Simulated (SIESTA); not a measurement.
The system is Mg6SiNi.

```
Ni Si Mg
1.0
     4.67011    0.00000    0.00000
     0.00000    3.06729    5.23210
     0.00000   -3.06729    5.23210
Ni Si Mg
1 1 6
Direct
  0.00000 0.81663 0.81663
  0.50000 0.67834 0.67834
  0.50000 0.16731 0.16731
  0.50000 0.67273 0.14411
  0.50000 0.14411 0.67273
  0.00000 0.33689 0.33689
  0.00000 0.83333 0.35067
  0.00000 0.35067 0.83333
```

The cell comes from a database or a generator and needn't be the stable form of this composition.

| Item | Value |
| --- | --- |
| Program | SIESTA 5.4.2 |
| Task | single point |
| Functional | PBEsol |
| Potentials or basis | PseudoDojo 0.4 standard (PBEsol files) |
| Basis | DZP (energy shift 0.003 Ry; two zetas on semicore shells) |
| Grid cutoff | 800 Ry |
| Energy shift | 0.003 Ry |
| k mesh | 6 × 5 × 5 |
| Occupations | fermi-dirac, width 0.05 eV |
| Spin | collinear spin, ferromagnetic start |
| Starting moments | [1.0, 0.0, 0.0, 0.0, 0.0, 0.0, 0.0, 0.0] μB |

On this cell: pressure 0.5 GPa; largest force 0.093 eV/Å; net moment 0.00 μB per cell; band gap on the k mesh none (metal or under the smearing width).

The same run follows on a disturbed copy (atoms moved at random, drawn with an rms of 0.05 Å):

```
Ni Si Mg
1.0
     4.67011    0.00000    0.00000
     0.00000    3.06729    5.23210
     0.00000   -3.06729    5.23210
Ni Si Mg
1 1 6
Direct
  0.99965 0.81916 0.81940
  0.51192 0.67267 0.68303
  0.49424 0.16638 0.17082
  0.49361 0.67917 0.14154
  0.49285 0.14442 0.67994
  0.99687 0.34169 0.33212
  0.99610 0.83469 0.35118
  0.00034 0.35416 0.83424
```

Task: What changes?

Result: The energy (extrapolated to zero smearing) moves by +3.5 meV/atom; pressure 0.6 GPa; largest force 0.317 eV/Å; net moment 0.00 μB per cell; band gap on the k mesh none (metal or under the smearing width).

Forces on the atoms (eV/Å):
```
Ni  -0.083 -0.014 -0.109
Si  -0.163  0.162  0.167
Mg   0.109 -0.013  0.089
Mg   0.075 -0.262  0.013
Mg   0.122  0.271 -0.111
Mg  -0.091 -0.112  0.151
Mg   0.060  0.031 -0.047
Mg  -0.025 -0.064 -0.149
```

Stress tensor (GPa, compression positive):
```
 0.18 -0.09 -0.32
-0.09  1.17  0.01
-0.32  0.01  0.33
```

Caveats: short orbitals over semicore shells can move pressures by several GPa; the basis of atomic orbitals isn't converged, which shifts pressures, moduli and gaps.
